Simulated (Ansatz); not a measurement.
One input on several machines: r2SCAN, SrAl2 (Imma)

All times were clocked for whole runs of Ansatz 0.2.0, start-up included, one run at a time with no other job on the machine: an Arm Neoverse N1 node (56 of its 64 cores, memory capped at 64 GiB); a node with four NVIDIA GB300 Max-Q cards and 144 Grace (Neoverse V2) cores; a node with four NVIDIA GB200 cards and 144 Grace (Neoverse V2) cores; a node with eight NVIDIA H100 80GB cards and 96 AMD EPYC 7R13 cores; an Intel Xeon 6975P-C node (Granite Rapids, 96 cores, 192 hardware threads, 360 GiB). Times and memory are rounded to two significant figures, and ratios are formed from the unrounded values. A row is a single run, so small differences between rows aren't established. System services beside the runs took up to 5 cores (rounded up). Runs with a thread on every core shared the cores with them. Precision is the program's default, which can work at lower precision in parts of a run. Card memory is the largest of readings taken every 0.4 s, so short peaks can be missed, and it isn't given for runs under about 3 s. It shows what a run took, which needn't be the least that it can run in: the program holds more work at once where threads and free memory allow.

Commands are shown without the flags for output files and display.

The PAW files were made with PBE. For this functional the program regenerates the frozen cores at set-up.

| Item | Value |
| --- | --- |
| atoms | 6 |
| valence electrons | 32 |
| cell volume | 150.6 Å³ |
| cutoff (chosen by the program) | 500 eV |
| k mesh | 8×11×11 |
| k points solved | 485 |
| symmetry operations used (translations within a supercell counted) | 2 |
| plane waves at Γ | 3837 |
| dense FFT grid | 45×45×45 |
| bands at the start | 22 |
| spin | none |
| first density | atoms corrected by the program's trained network |

The input file:

```yaml
crystal:
  lattice:
    - [-2.404007, 3.960930, 3.952654]
    - [2.404007, -3.960930, 3.952654]
    - [2.404007, 3.960930, -3.952654]
  atoms:
    - { symbol: Sr, position: [0.300329, 0.550329, 0.750000] }
    - { symbol: Sr, position: [0.699671, 0.449671, 0.250000] }
    - { symbol: Al, position: [0.270832, 0.839369, 0.431462] }
    - { symbol: Al, position: [0.729168, 0.160631, 0.568538] }
    - { symbol: Al, position: [0.092093, 0.160631, 0.931462] }
    - { symbol: Al, position: [0.907907, 0.839369, 0.068538] }
kpoints:
  mp_grid: { grid: [8, 11, 11] }
hamiltonian:
  xc: r2scan
scf:
  occupations: { method: methfessel_paxton, width: 0.2 }
output: { forces: true }
```

The log of this input tells: mesh cuts symmetry 8→2. «mesh cuts symmetry a→b»: the program warns that the k mesh doesn't keep all a symmetry operations of the cell (for a supercell the count includes its translations). It used the b that carry the mesh onto itself, so fewer k points are equivalent than under the full symmetry.

| machine share | command | wall time | SCF clock | outside it | CPU time | SCF iterations | threads | the cards share | host memory (GiB) | fullest card (GiB) |
| --- | --- | --- | --- | --- | --- | --- | --- | --- | --- | --- |
| 1 × GB200 | ansatz run input.yaml --backend cuda --devices 1 | 3.0 s | 1.5 s | 1.4 s | 32 s | 7 | 72 |  | 1.9 | 23 |
| 1 × H100 | ansatz run input.yaml --backend cuda --devices 1 | 4.7 s | 2.3 s | 2.4 s | 34 s | 7 | 48 |  | 1.4 | 22 |
| 4 × H100 | ansatz run input.yaml --backend cuda --devices 4 | 4.9 s | 1.1 s | 3.8 s | 21 s | 7 | 4×24 | k points | 2.4 | 6.2 |
| 56 threads, Neoverse N1 | taskset -c 8-63 ansatz run input.yaml --backend cpu --max-ram 64GiB | 7.8 s | 7.2 s | 0.56 s | 6.6 min | 7 | 56 |  | 3.6 |  |
| 96 threads, Xeon 6975P-C | ansatz run input.yaml --backend cpu | 1.9 s | 1.4 s | 0.41 s | 110 s | 7 | 96 |  | 5.3 |  |

The SCF clock is the program's own. It runs from the start of the first SCF loop to the final result and holds forces, stress, later SCFs and response steps. Outside it lie start-up, exit and the set-up ahead of the first loop, which depends on the cell and the method.

Threads written as a×b are a pools of b host workers, as the log lists them; the log's own count of threads can differ.

The machines don't compute alike at the default precision: the logs show emulated matrix products on GB200 and GB300, and some doubles held as pairs of floats on GB300.

The runs on cards also kept host threads busy (see the CPU time), so differences between cards can come from their hosts too.

Among these rows the slowest by wall time (56 threads, Neoverse N1) takes 4.2 times as long as the fastest (96 threads, Xeon 6975P-C). The fastest takes under 2 s, so this ratio is rough. Up to 77 % of a wall time lies outside the SCF clock (4 × H100), so the wall times show the speed at the clocked work only in part. On the SCF clock alone the slowest (56 threads, Neoverse N1) takes 6.3 times as long as the fastest (4 × H100). The fastest takes under 2 s, so this ratio is rough.

**Question.** How long does the same input take on 1 × GB300 (ansatz run input.yaml --backend cuda --devices 1)?

**Answer.** 3.6 s, in 7 SCF iterations, 1.2 times the time on 1 × GB200; peak host memory 1.8 GiB, 23 GiB on the fullest card. Of the wall time 2.4 s is on the SCF clock and 1.2 s outside. On the SCF clock alone it is 2.4 s against 1.5 s. The gap on the SCF clock between 1 × GB300 and 1 × GB200 (2.4 s against 1.5 s) lies mostly in the eigensolver (1.6 s against 0.98 s). Its cause wasn't traced.
